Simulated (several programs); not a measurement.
An 8-atom cell of InSe started from a crystallographic database, relaxed with r2SCAN+rVV10 in Ansatz, was computed with several methods. Space group P6_3/mmc (No. 194), hexagonal; a = 4.018 Å, c = 16.926 Å in the conventional setting, 29.58 Å³ an atom. In is surrounded by 3 Se at 2.64 Å and 1 In at 2.79 Å; Se is surrounded by 3 In at 2.64 Å. Spin-unpolarised throughout.

```
In Se
1.0
     4.01811    0.00000    0.00000
    -2.00906    3.47979    0.00000
     0.00000    0.00000   16.92561
In Se
4 4
Cartesian
  0.0000 2.3199 2.8385
  2.0091 1.1599 11.3013
  0.0000 2.3199 5.6243
  2.0091 1.1599 14.0871
  0.0000 2.3199 10.0333
  2.0091 1.1599 1.5705
  0.0000 2.3199 15.3552
  2.0091 1.1599 6.8923
```

Gaps and times are for a single point on this cell; volume and bulk modulus come from each method's own relaxation or energy curve at fixed shape, which is too stiff where a cell has free coordinates or axes. Times are rough, from shared hosts (AMD EPYC 7R13 Processor; Arm Neoverse N1; Arm Neoverse V1), and each method has its own mesh and cell size. A double dagger marks a value from a curve with shape and coordinates held. A star marks a curve whose lowest point is an end point. PM6 (MOPAC), PM7 (MOPAC), GFN2-xTB (tblite) treat a cluster of cells at its zone centre, which samples few k points: where these miss a band edge, the gap comes out too large for that reason alone. Gaps from k meshes are read at a limited set of points (mesh, symmetry points, PBE's band edges), so each method's own least gap may be somewhat smaller. xTB and the PM methods were fitted mostly to molecules, and can miss a solid's gap by electronvolts. Minimal bases can be far off for gaps. Times of the plane-wave ladder aren't listed, since it ran on unlike processors and cards. Curves at held shape can't give the bulk modulus of a layered or molecular crystal, so none is listed. d marks a direct gap, i an indirect one (no mark: not told apart), a dash a value that wasn't computed or didn't pass its checks.

```
                              method              kind  gap (eV)  own volume (Å³/atom)  bulk modulus (GPa)  atoms computed  processor time
                          PBE-D3(BJ)         semilocal         –                 29.53                   –               8               –
                        r2SCAN+rVV10         semilocal         –                 29.58                   –               8               –
                              PBE-D4         semilocal         –                 29.40                   –               8               –
                         PM7 (MOPAC)    semi-empirical      5.83                29.88‡                   –         cluster           5.3 s
                         PM6 (MOPAC)    semi-empirical      5.39                     –                   –         cluster           6.3 s
light PBE (260 eV and a coarse mesh)  light plane-wave    0.42 d                     –                   –               8           9.2 s
                   GFN2-xTB (tblite)     tight binding      1.33               32.93*‡                   –         cluster            11 s
                      PBE/SZV (CP2K)       small basis    0.38 d                     –                   –               8            30 s
                                 LDA         semilocal    0.22 d                     –                   –               8               –
                             PBE+SOC         semilocal    0.42 d                     –                   –               8               –
                                 PBE         semilocal    0.45 d                     –                   –               8               –
                     PBE/DZVP (CP2K)       small basis    0.42 d                31.39‡                   –               8            98 s
                              r2SCAN         semilocal    0.88 d                     –                   –               8               –
                               HSE06            hybrid    1.19 d                     –                   –               8               –
                                PBE0            hybrid    1.78 d                     –                   –               8               –
                        Hartree-Fock    exact exchange    6.74 i                     –                   –               8               –
```

Q: How far from the measured values lie the methods that can be set against them?

A:
- Volume, measured 28.93 Å³ an atom: PBE-D3(BJ) +2.1 %, r2SCAN+rVV10 +2.3 %, PBE-D4 +1.6 %.
The calculations are for a static lattice; samples hold vibrations, temperature and, in optical gaps, excitons. A measured value is shown where most reports agree with it, and only for the quantities listed. Sources: 28.93 Å³ an atom (from the lattice constants; a = b; “Indium selenide: an insight into electronic band structure and surface excitations”; 2017; pmc:5469805).

Only the rows marked +SOC include spin-orbit coupling.
